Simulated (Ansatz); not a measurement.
# One shape, several levels: SnHBrOF2 (SMILES [OH][Sn]([F])([F])[Br])

Wanted: a comparison of 6 runs (HF/3-21G, BLYP/STO-3G, PBE0/def2-SVP, SVWN5/def2-SVP, B3LYP/def2-TZVP, PBE/def2-TZVP) of SnHBrOF2. 

Program for the calculation: Ansatz 0.2.0.

2 further runs of the same task are left out: 1 for a known fault of the program, 1 set aside as unsound or not needed.

### Step 1. The structure to begin with

SnHBrOF2: 6 atoms, total charge 0, spin state singlet. As SMILES, `[OH][Sn]([F])([F])[Br]`. The shape is that of a PBE0-D4/def2-TZVP optimisation. This is one conformer, not always the lowest.

Bond lengths: O1–Sn2 1.925 Å, Sn2–F3 1.886 Å, Sn2–F4 1.895 Å, Sn2–Br5 2.424 Å, O1–H6 0.962 Å. Angles: O1–Sn2–F3 105.7°, O1–Sn2–F4 109.6°, O1–Sn2–Br5 115.8°, F3–Sn2–F4 105.9°, F3–Sn2–Br5 110.7°, F4–Sn2–Br5 108.6°, Sn2–O1–H6 113.6°.

### Step 2. Energy and forces at HF/3-21G (run 1)

Contents of input.yaml:

```yaml
crystal:
  periodic: [false, false, false]
  atoms:
    - {symbol: O, position_ang: [-0.508100, 0.063600, 1.499700]}
    - {symbol: Sn, position_ang: [-0.078900, -0.013200, -0.374900]}
    - {symbol: F, position_ang: [-1.653500, 0.495100, -1.280000]}
    - {symbol: F, position_ang: [0.253500, -1.809000, -0.879000]}
    - {symbol: Br, position_ang: [1.795600, 1.350200, -1.085700]}
    - {symbol: H, position_ang: [0.233500, -0.150700, 2.073700]}
basis:
  gaussian: {orbitals: 3-21G-spherical.json}
hamiltonian: {xc: hf}
accuracy: high
output: {forces: true, orbitals: {seedname: orbitals}}
```

The basis set 3-21G is read from a file made from the Basis Set Exchange's data (not shown).

On the command line:

```bash
$ ansatz run input.yaml --threads 1 --pin off --max-ram 2610MiB --events-out events.jsonl --progress --plain --runs-dir runs
```

What it wrote:

```text
Warning: RAYON_NUM_THREADS=1 ignored (pool sized by the plan → 1); use --threads N
Functional definition: HF
  name "HF"
  exchange = exact_x
  correlation = 0
1550 factors; integrals over basis functions are off by at most 3.2e-8 eV
mean field evaluation 1: about -240253.4297 eV, gradient 4.7e1 eV
mean field evaluation 2: about -240253.6524 eV, gradient 4.7e1 eV
mean field evaluation 4: about -240257.5573 eV, gradient 2.0e0 eV
mean field evaluation 8: about -240257.5928 eV, gradient 3.1e-1 eV
mean field evaluation 16: about -240257.5932 eV, gradient 1.0e-8 eV
mean field -240257.59319694 eV, -8829.3036975418 hartree, gradient 3.1e-8 eV, S^2 0.000000; 0 other end points of the search recorded, 0 dependent functions left out
the calculation of the forces begins
reference -240257.59319694 eV, -8829.3036975418 hartree; 56, 56 occupied and 26, 26 virtual orbitals, 1550 factors
Total energy: -240257.59319694 eV, -8829.3036975418 hartree
Atom 0 at    -0.508100     0.063600     1.499700 Å, force     0.559892    -0.136868    -0.898879 eV/Å
Atom 1 at    -0.078900    -0.013200    -0.374900 Å, force    -1.741371    -1.030164    -0.075340 eV/Å
Atom 2 at    -1.653500     0.495100    -1.280000 Å, force     0.576670    -0.245991     0.253093 eV/Å
Atom 3 at     0.253500    -1.809000    -0.879000 Å, force    -0.199757     0.764463     0.262117 eV/Å
Atom 4 at     1.795600     1.350200    -1.085700 Å, force     0.900825     0.661589    -0.297986 eV/Å
Atom 5 at     0.233500    -0.150700     2.073700 Å, force    -0.096260    -0.013031     0.756996 eV/Å
Dipole moment:     0.447096     0.035495     0.419265 e Å
```

It took 16 s on 1 thread of Intel Xeon at 2.50GHz (Skylake/Cascade Lake), shared host.

### Step 3. Energy and forces at BLYP/STO-3G (run 2)

Contents of input.yaml:

```yaml
crystal:
  periodic: [false, false, false]
  atoms:
    - symbol: O
      position_ang: [-0.508100, 0.063600, 1.499700]
    - symbol: Sn
      position_ang: [-0.078900, -0.013200, -0.374900]
    - symbol: F
      position_ang: [-1.653500, 0.495100, -1.280000]
    - symbol: F
      position_ang: [0.253500, -1.809000, -0.879000]
    - symbol: Br
      position_ang: [1.795600, 1.350200, -1.085700]
    - symbol: H
      position_ang: [0.233500, -0.150700, 2.073700]
basis:
  gaussian:
    orbitals: STO-3G
hamiltonian:
  xc: {name: BLYP}
accuracy: high
output:
  forces: true
  orbitals: {seedname: orbitals}
```

On the command line:

```bash
$ ansatz run input.yaml --threads 1 --pin off --max-ram 2610MiB --events-out events.jsonl --progress --plain --runs-dir runs
```

What it wrote (excerpt; [...] marks lines left out):

```text
Warning: RAYON_NUM_THREADS=1 ignored (pool sized by the plan → 1); use --threads N
Functional definition: BLYP
  name "BLYP"
[...]
1119 factors; integrals over basis functions are off by at most 4.1e-8 eV
[...]
mean field -238986.81573890 eV, -8782.6034873226 hartree, gradient 1.2e-8 eV, S^2 0.000000; 0 other end points of the search recorded, 0 dependent functions left out
[...]
reference -238986.81577940 eV, -8782.6034888109 hartree; 56, 56 occupied and 5, 5 virtual orbitals, 1119 factors
Total energy: -238986.81577940 eV, -8782.6034888109 hartree
Atom 0 at    -0.508100     0.063600     1.499700 Å, force    -3.616645     1.015789    -1.767393 eV/Å
Atom 1 at    -0.078900    -0.013200    -0.374900 Å, force     0.306972    -0.193139     0.339432 eV/Å
Atom 2 at    -1.653500     0.495100    -1.280000 Å, force    -0.591809     0.197595    -0.225408 eV/Å
Atom 3 at     0.253500    -1.809000    -0.879000 Å, force     0.085326    -0.549623    -0.190730 eV/Å
Atom 4 at     1.795600     1.350200    -1.085700 Å, force     0.558383     0.421470    -0.213325 eV/Å
Atom 5 at     0.233500    -0.150700     2.073700 Å, force     3.257773    -0.892093     2.057425 eV/Å
Dipole moment:    -0.033678    -0.197131     0.238160 e Å
```

It took 18 s on 1 thread of Intel Xeon at 2.50GHz (Skylake/Cascade Lake), shared host.

Runs 3 to 4 aren't shown in full; the table further down has their settings and results.

### Step 4. Energy and forces at B3LYP/def2-TZVP (core potential) (run 5)

Contents of input.yaml:

```yaml
crystal:
  periodic: [false, false, false]
  atoms:
    - {symbol: O, position_ang: [-0.508100, 0.063600, 1.499700]}
    - {symbol: Sn, position_ang: [-0.078900, -0.013200, -0.374900]}
    - {symbol: F, position_ang: [-1.653500, 0.495100, -1.280000]}
    - {symbol: F, position_ang: [0.253500, -1.809000, -0.879000]}
    - {symbol: Br, position_ang: [1.795600, 1.350200, -1.085700]}
    - {symbol: H, position_ang: [0.233500, -0.150700, 2.073700]}
basis:
  gaussian:
    orbitals: def2-TZVP
hamiltonian:
  xc: {name: B3LYP}
accuracy: high
output:
  forces: true
  orbitals: {seedname: orbitals}
```

On the command line:

```bash
$ ansatz run input.yaml --threads 1 --pin off --max-ram 2610MiB --events-out events.jsonl --progress --plain --runs-dir runs
```

What it wrote (excerpt; [...] marks lines left out):

```text
Warning: RAYON_NUM_THREADS=1 ignored (pool sized by the plan → 1); use --threads N
Functional definition: B3LYP
  name "B3LYP"
[...]
3312 factors; integrals over basis functions are off by at most 6.0e-8 eV
[...]
mean field -83384.43441772 eV, -3064.3214448517 hartree, gradient 3.4e-8 eV, S^2 0.000000; 0 other end points of the search recorded, 0 dependent functions left out
[...]
reference -83384.43446025 eV, -3064.3214464146 hartree; 42, 42 occupied and 155, 155 virtual orbitals, 3312 factors
Total energy: -83384.43446025 eV, -3064.3214464146 hartree
Atom 0 at    -0.508100     0.063600     1.499700 Å, force    -0.191460     0.035042     0.291942 eV/Å
Atom 1 at    -0.078900    -0.013200    -0.374900 Å, force     0.099228     0.074208    -0.001737 eV/Å
Atom 2 at    -1.653500     0.495100    -1.280000 Å, force    -0.348888     0.100905    -0.187152 eV/Å
Atom 3 at     0.253500    -1.809000    -0.879000 Å, force     0.057353    -0.392352    -0.106111 eV/Å
Atom 4 at     1.795600     1.350200    -1.085700 Å, force     0.289177     0.213587    -0.115901 eV/Å
Atom 5 at     0.233500    -0.150700     2.073700 Å, force     0.094590    -0.031389     0.118959 eV/Å
Dipole moment:     0.469135     0.164951     0.344776 e Å
```

Wall time 99 s (1 thread of Intel Xeon at 2.50GHz (Skylake/Cascade Lake), shared host); peak memory 1 GiB.

### Step 5. Energy and forces at PBE/def2-TZVP (core potential) (run 6)

Contents of job.yaml:

```yaml
crystal:
  periodic: [false, false, false]
  atoms:
    - {symbol: O, position_ang: [-0.508100, 0.063600, 1.499700]}
    - {symbol: Sn, position_ang: [-0.078900, -0.013200, -0.374900]}
    - {symbol: F, position_ang: [-1.653500, 0.495100, -1.280000]}
    - {symbol: F, position_ang: [0.253500, -1.809000, -0.879000]}
    - {symbol: Br, position_ang: [1.795600, 1.350200, -1.085700]}
    - {symbol: H, position_ang: [0.233500, -0.150700, 2.073700]}
basis:
  gaussian:
    orbitals: def2-TZVP
accuracy: high
output:
  forces: true
  orbitals: {seedname: orbitals}
hamiltonian:
  xc: {name: PBE}
```

On the command line:

```bash
$ ansatz run job.yaml --threads 1 --pin off --max-ram 2610MiB --events-out events.jsonl --progress --plain --runs-dir runs
```

What it wrote (excerpt; [...] marks lines left out):

```text
Warning: RAYON_NUM_THREADS=1 ignored (pool sized by the plan → 1); use --threads N
Functional definition: PBE
  name "PBE"
[...]
3312 factors; integrals over basis functions are off by at most 6.0e-8 eV
[...]
mean field -83364.03978210 eV, -3063.5719558163 hartree, gradient 1.2e-8 eV, S^2 0.000000; 0 other end points of the search recorded, 0 dependent functions left out
[...]
reference -83364.03978698 eV, -3063.5719559960 hartree; 42, 42 occupied and 155, 155 virtual orbitals, 3312 factors
Total energy: -83364.03978698 eV, -3063.5719559960 hartree
Atom 0 at    -0.508100     0.063600     1.499700 Å, force    -0.666152     0.165973     0.367420 eV/Å
Atom 1 at    -0.078900    -0.013200    -0.374900 Å, force     0.350263     0.224031     0.013402 eV/Å
Atom 2 at    -1.653500     0.495100    -1.280000 Å, force    -0.630056     0.200135    -0.342651 eV/Å
Atom 3 at     0.253500    -1.809000    -0.879000 Å, force     0.124299    -0.724058    -0.206055 eV/Å
Atom 4 at     1.795600     1.350200    -1.085700 Å, force     0.356560     0.264234    -0.141858 eV/Å
Atom 5 at     0.233500    -0.150700     2.073700 Å, force     0.465085    -0.130315     0.309743 eV/Å
Dipole moment:     0.434615     0.148828     0.343092 e Å
```

It took 74 s on 1 thread of Intel Xeon at 2.50GHz (Skylake/Cascade Lake), shared host; peak memory 0.83 GiB.

### Step 6. Overview of the runs

| run | level | core potential | energy (Eh) | dipole moment (D) | HOMO energy (eV) | LUMO energy (eV) | wall time |
| --- | --- | --- | --- | --- | --- | --- | --- |
| 1 | HF/3-21G | none | -8829.303698 | 2.95 | -12.41 | 1.20 | 16 s |
| 2 | BLYP/STO-3G | none | -8782.603489 | 1.49 | -2.52 | 2.20 | 18 s |
| 3 | PBE0/def2-SVP (core potential) | def2-SVP | -3062.974250 | 2.92 | -9.40 | -2.80 | 44 s |
| 4 | SVWN5/def2-SVP (core potential) | def2-SVP | -3057.861720 | 2.85 | -8.02 | -3.97 | 22 s |
| 5 | B3LYP/def2-TZVP (core potential) | def2-TZVP | -3064.321446 | 2.91 | -9.25 | -3.31 | 99 s |
| 6 | PBE/def2-TZVP (core potential) | def2-TZVP | -3063.571956 | 2.75 | -8.10 | -3.89 | 74 s |

### Step 7. Results

```
                       quantity           value
            run 6: total energy  -3063.57196 Eh
           run 6: dipole moment          2.75 D
             run 6: HOMO energy        -8.10 eV
             run 6: LUMO energy        -3.89 eV
           run 6: HOMO–LUMO gap         4.21 eV
run 6: largest force on an atom      0.779 eV/Å
```

What this shows: The dipole moment (its size) runs from 1.49 D (BLYP/STO-3G) to 2.95 D (HF/3-21G). The two ends differ in method and basis. The HOMO–LUMO gap runs from 4.04 eV (SVWN5/def2-SVP) to 13.61 eV (HF/3-21G). The two ends differ in method and basis and core potential. Totals of different functionals can't be ranked against each other. Some runs of one species differ in core potentials or relativity; totals across that change don't compare. In run 2 the basis is minimal, so the values are rough. In runs 1, 2 relativity is left out where basis or elements ask for it. All runs together took 4.6 min, the longest 99 s.
